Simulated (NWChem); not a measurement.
# singlet [SiF3]− at 3 levels

Aim: a comparison of 3 runs (B3LYP/6-31G*, M06-2X/aug-cc-pVDZ) of singlet [SiF3]−. 

The calculation is run with NWChem 7.3.0.

27 further runs of the same task are left out: 27 set aside as unsound or not needed. Runs told in other sessions of the task aren't counted.

## (1) The system as given

[SiF3]−: 4 atoms, total charge -1, spin state singlet. As SMILES of the parent species, `F[Si](F)F`. The shape is that of a PBE0-D4/def2-TZVP optimisation. That shape belongs to the parent species and isn't relaxed for this state.

Bond lengths: F1–Si2 1.581 Å, Si2–F3 1.581 Å, Si2–F4 1.581 Å. Angles: F1–Si2–F3 107.9°, F1–Si2–F4 107.9°, F3–Si2–F4 107.9°.

## (2) The energy at B3LYP/6-31G(d) (spherical functions) (run 1)

The input, job.nw:

```
START job
memory 2200 mb
charge -1
GEOMETRY units angstrom noautosym nocenter noautoz
  F        0.784850      -0.507040       1.151700
  Si      -0.282750       0.213060       0.234280
  F       -0.994260      -0.892250      -0.644340
  F        0.492160       1.186230      -0.741640
END
BASIS spherical bse
  * library 6-31G*
END
DFT
  xc b3lyp
  grid xfine
  convergence energy 1e-08
  maxiter 100
  mulliken
END
TASK dft energy
```

Command:

```sh
$ nwchem job.nw > job.out
```

Log:

```text
[...]
          Wavefunction type:  closed shell.
          No. of atoms     :     4
          No. of electrons :    42
[...]
          Charge           :    -1
          Spin multiplicity:     1
[...]
          AO basis - number of functions:    60
[...]
              XC Information
              --------------
                         B3LYP Method XC Potential
                     Hartree-Fock (Exact) Exchange  0.200
                        Slater Exchange Functional  0.800 local
                    Becke 1988 Exchange Functional  0.720 non-local
              Lee-Yang-Parr Correlation Functional  0.810
                  VWN I RPA Correlation Functional  0.190 local
[...]
 d= 0,ls=0.0,diis     1   -589.0865669039 -7.66D+02  2.30D-02  6.62D-01     0.9
[...]
 d= 0,ls=0.0,diis     7   -589.1639876146 -6.18D-09  7.42D-07  3.55D-10     4.9
         Total DFT energy =     -589.163987614559
      One electron energy =    -1182.610884191965
           Coulomb energy =      469.497021791718
    Exchange-Corr. energy =      -52.848589243590
 Nuclear repulsion energy =      176.798464029278
[...]
      Total Density - Mulliken Population Analysis
     ---------------------------------------------
    Atom       Charge   Shell Charges
 -----------   ------   -------------------------------------------------------
    1 F    9     9.44   2.00  0.92  3.33  1.01  2.17  0.01
    2 Si  14    13.67   2.00  2.00  5.96  0.81  1.18  0.94  0.44  0.34
    3 F    9     9.44   2.00  0.92  3.33  1.01  2.17  0.01
    4 F    9     9.44   2.00  0.92  3.33  1.01  2.17  0.01
[...]
```

Run time: 5.7 s. Hardware: 1 thread of Intel Xeon 6975P-C (Granite Rapids), shared host; peak memory 0.12 GiB.

## (3) A single-point energy at B3LYP/6-31G(d) (Cartesian functions) (run 2)

The input, run.py:

```python
from ase import Atoms
from ase.calculators.nwchem import NWChem

atoms = Atoms(['F', 'Si', 'F', 'F'], positions=[
    [0.784850, -0.507040, 1.151700],
    [-0.282750, 0.213060, 0.234280],
    [-0.994260, -0.892250, -0.644340],
    [0.492160, 1.186230, -0.741640],
])

calc = NWChem(
    label='run',
    theory='dft',
    memory='2200 mb',
    basis='6-31G*',
    charge=-1,
    dft={'xc': 'b3lyp', 'mult': '1', 'grid': 'xfine', 'convergence': 'energy 1e-08', 'iterations': '100', 'mulliken': None},
    task='energy',
)
atoms.calc = calc

print(f"energy = {atoms.get_potential_energy():.6f} eV")
print("dipole (e A):", atoms.get_dipole_moment().round(4))
```

Command:

```sh
$ export ASE_NWCHEM_COMMAND="nwchem PREFIX.nwi > PREFIX.nwo"
$ python run.py
```

Log:

```text
energy = -16032.160452 eV
dipole (e A): [ 0.4446 -0.3352 -0.3685]
```

The calculator wrote run.nwi:

```
title "run"

permanent_dir run

scratch_dir run

start run

geometry units angstrom nocenter noautosym noautoz
  F  7.8485000000000005e-01 -5.0704000000000005e-01 1.1516999999999999e+00
  Si -2.8275000000000000e-01 2.1306000000000000e-01 2.3427999999999999e-01
  F  -9.9426000000000003e-01 -8.9224999999999999e-01 -6.4434000000000002e-01
  F  4.9215999999999999e-01 1.1862299999999999e+00 -7.4163999999999997e-01
end

charge -1

memory 2200 mb

basis noprint
   * library 6-31G*
end

dft
  xc b3lyp
  mult 1
  grid xfine
  convergence energy 1e-08
  iterations 100
  mulliken
end

task dft energy
```

run.nwo, shortened:

```text
[...]
      One electron energy =    -1182.530196877379
[... 1 line left out ...]
    Exchange-Corr. energy =      -52.818109886888
[... 6 lines left out ...]
                       DFT Final Molecular Orbital Analysis
[... 463 lines left out ...]
     -------------------------------------------
[...]
```

Wall time 6.3 s (1 thread of Intel Xeon 6975P-C (Granite Rapids), shared host); peak memory 0.12 GiB.

## (4) A single-point energy at M06-2X/aug-cc-pVDZ (run 3)

The input, f3si.xyz:

```xyz
4
F3Si energy
F      0.784850    -0.507040     1.151700
Si    -0.282750     0.213060     0.234280
F     -0.994260    -0.892250    -0.644340
F      0.492160     1.186230    -0.741640
```

The input, f3si.nw:

```
start f3si
title "F3Si energy"
memory 2200 mb
charge -1

geometry noautosym nocenter noautoz
  load f3si.xyz
end

basis spherical bse
  * library aug-cc-pVDZ
end

dft
  xc m06-2x
  grid fine
  convergence energy 1e-08
  maxiter 100
  mulliken
end

task dft energy
```

Command:

```sh
$ nwchem f3si.nw > f3si.out
```

Log:

```text
[...]
          Wavefunction type:  closed shell.
          No. of atoms     :     4
          No. of electrons :    42
[...]
          Charge           :    -1
          Spin multiplicity:     1
[...]
          AO basis - number of functions:    96
[...]
              XC Information
              --------------
                       M06-2X Method XC Functional
                     Hartree-Fock (Exact) Exchange  0.540
                        M06-2X Exchange Functional  1.000
                      M06-2X Correlation Potential  1.000
[...]
 d= 0,ls=0.0,diis     1   -589.0258182185 -7.66D+02  2.23D-02  8.18D-01     2.7
[...]
 d= 0,ls=0.0,diis    12   -589.1203990729 -8.48D-09  1.33D-06  8.62D-10    22.9
         Total DFT energy =     -589.120399072905
      One electron energy =    -1180.487827323627
           Coulomb energy =      467.138434879879
    Exchange-Corr. energy =      -52.569470658435
 Nuclear repulsion energy =      176.798464029278
[...]
      Total Density - Mulliken Population Analysis
     ---------------------------------------------
    Atom       Charge   Shell Charges
 -----------   ------   -------------------------------------------------------
    1 F    9     9.50   2.00  0.88  1.03  0.00  3.34  2.10  0.14  0.00  0.01
    2 Si  14    13.49   2.00  2.04  0.72  0.71  0.61  6.01  0.92  0.14  0.04  0.36 -0.06
    3 F    9     9.50   2.00  0.88  1.03  0.00  3.34  2.10  0.14  0.00  0.01
    4 F    9     9.50   2.00  0.88  1.03  0.00  3.34  2.10  0.14  0.00  0.01
[...]
```

Wall time 24 s (1 thread of Intel Xeon 6975P-C (Granite Rapids), shared host); peak memory 0.11 GiB.

## (5) Overview of the runs

```
run                               level  Cartesian functions  integration grid  energy (Eh)  HOMO energy (eV)  LUMO energy (eV)  HOMO–LUMO gap (eV)  wall time
  1  B3LYP/6-31G* (spherical functions)                   no             xfine  -589.163988              1.85              8.00                6.16      5.7 s
  2  B3LYP/6-31G* (Cartesian functions)                  yes             xfine  -589.171034              1.82              7.93                6.11      6.3 s
  3                  M06-2X/aug-cc-pVDZ                   no              fine  -589.120399             -0.40              4.23                4.63       24 s
```

## (6) Results

| quantity | value |
| --- | --- |
| run 3: total energy | -589.12040 Eh |
| run 3: HOMO energy | -0.40 eV |
| run 3: LUMO energy | 4.23 eV |
| run 3: HOMO–LUMO gap (to an unbound level, set by the basis) | 4.63 eV |

The HOMO–LUMO gap runs from 4.63 eV (M06-2X/aug-cc-pVDZ) to 6.16 eV (B3LYP/6-31G*). The two ends differ in method and basis. The empty levels of an anion lie above zero and hang on the basis. Totals of different functionals can't be ranked against each other. In runs 1, 2 the HOMO lies above zero, from self-interaction, a short basis or an electron that isn't bound. All runs together took 36 s, the longest 24 s.
